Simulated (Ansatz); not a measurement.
# ZrTl2 (AlB2 type): a single-point run

The task is a single-point run on ZrTl2 (AlB2 type). The structure is shown as the input types it.

Method: DFT PBEsol, scalar-relativistic, plane waves, PAW, in Ansatz 0.2.0.

3 further runs of the same task are left out: 1 that didn't finish, 2 set aside as unsound or not needed.

### Step 1. The starting structure

Symmetry: P6/mmm, No. 191, hexagonal system. The conventional cell has a = 5.127 Å, b = 5.127 Å, c = 3.091 Å, α = 90.00°, β = 90.00°, γ = 120.00°. Around Zr (site symmetry 6/mmm) lie 2 Zr at 3.09 Å and 12 Tl at 3.34 Å. Tl (site symmetry -6m2) has 5 Tl at 2.96 to 3.09 Å and 6 Zr at 3.34 Å as nearest neighbours.

As a file:

```
Zr Tl
1.0
     5.12729    0.00000    0.00000
    -2.56365    4.44037    0.00000
     0.00000    0.00000    3.09108
Zr Tl
1 2
Direct
  0.00000 0.00000 0.00000
  0.33333 0.66667 0.50000
  0.66667 0.33333 0.50000
```

### Step 2. Input and run

input.yaml reads:

```yaml
crystal:
  lattice:
    - [5.127292374796, 0.0, 0.0]
    - [-2.563646187398, 4.440365449204, 0.0]
    - [0.0, 0.0, 3.0910799452]
  atoms:
    - { symbol: Zr, position: [0.0, 0.0, 0.0] }
    - { symbol: Tl, position: [0.3333333333333, 0.6666666666667, 0.5] }
    - { symbol: Tl, position: [0.6666666666667, 0.3333333333333, 0.5] }
basis:
  ecutwfc: 420
  ecutrho_ratio: 4
kpoints:
  mp_grid: { grid: [8, 8, 8] }
hamiltonian:
  xc: pbesol
scf:
  occupations: { method: gaussian, width: 0.05 }
  max_iter: 2.5
output:
  forces: true
  stress: true
```

On the command line:

```bash
$ ansatz run input.yaml --threads 4 --pin off --max-ram 4096MiB --backend cpu --events-out ev --progress --plain --runs-dir out
```

What happens when this is run?

The program refused the input before any cycle. Its message: «line 19 column 13: invalid u64»

In the input, scf.max_iter is 2.5. A value is not one that its key takes.

The cure: delete scf.max_iter (the default then holds).
